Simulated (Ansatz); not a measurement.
# ScGa3Te: the cost of one run

Computed with Ansatz 0.2.0 (DFT PBE, scalar-relativistic, plane waves, PAW, unless a step's input says otherwise).

1 further run of the same task is left out (it didn't finish).

### 1 The system as given

The structure is hexagonal, space group P-6m2 (No. 187). Conventional cell: a = 4.524 Å, b = 4.524 Å, c = 5.585 Å, α = 90.00°, β = 90.00°, γ = 120.00°. Around Sc (site symmetry -6m2) lie 9 Ga at 2.61 to 2.98 Å. Ga (site symmetry 3m) has 5 Ga at 2.73 to 2.98 Å and 3 Te at 2.95 Å and 3 Sc at 2.98 Å as nearest neighbours. Ga (site symmetry -6m2) is surrounded by 3 Sc at 2.61 Å and 2 Te at 2.79 Å and 6 Ga at 2.98 Å. Te (site symmetry -6m2) has 8 Ga at 2.79 to 2.95 Å as nearest neighbours.

Coordinates:

```
Sc Ga Te
1.0
     4.52400    0.00000    0.00000
    -2.26200    3.91790    0.00000
     0.00000    0.00000    5.58509
Sc Ga Te
1 3 1
Cartesian
  0.0000 2.6119 2.7925
  0.0000 0.0000 4.2181
  0.0000 0.0000 1.3670
  2.2620 1.3060 2.7925
  2.2620 1.3060 0.0000
```

The cell is invented: species swapped into a database cell of GaNi3As (P-6m2, No. 187), with Sc on the Ga sites, Ga on the Ni sites and Te on the As sites. Lengths come from tabulated atomic sizes and are only a guess.

### 2 A first look at the guess

Contents of input.yaml:

```yaml
crystal:
  lattice:
    - [4.52400459, 0.0, 0.0]
    - [-2.2620023, 3.91790291, 0.0]
    - [0.0, 0.0, 5.58508835]
  atoms:
    - { symbol: Sc, position: [0.33333333, 0.66666667, 0.5] }
    - { symbol: Ga, position: [0.0, 0.0, 0.755247] }
    - { symbol: Ga, position: [0.0, 0.0, 0.244753] }
    - { symbol: Ga, position: [0.66666667, 0.33333333, 0.5] }
    - { symbol: Te, position: [0.66666667, 0.33333333, 0.0] }
basis:
  ecutwfc: 420
kpoints:
  mp_grid: { grid: [6, 6, 4] }
hamiltonian:
  xc: pbe
scf:
  occupations: { method: gaussian, width: 0.1 }
  lower_state_search: "off"
output:
  forces: true
  stress: true
  eigenvalues: true
```

Command:

```bash
$ ansatz run input.yaml --threads 1 --pin off --max-ram 2560MiB --backend cpu --events-out ev --progress --plain --runs-dir out
```

What time and memory should one allow on 1 thread of Arm Neoverse V1, shared host?

About 8.8 s, with a peak of 0.36 GiB.
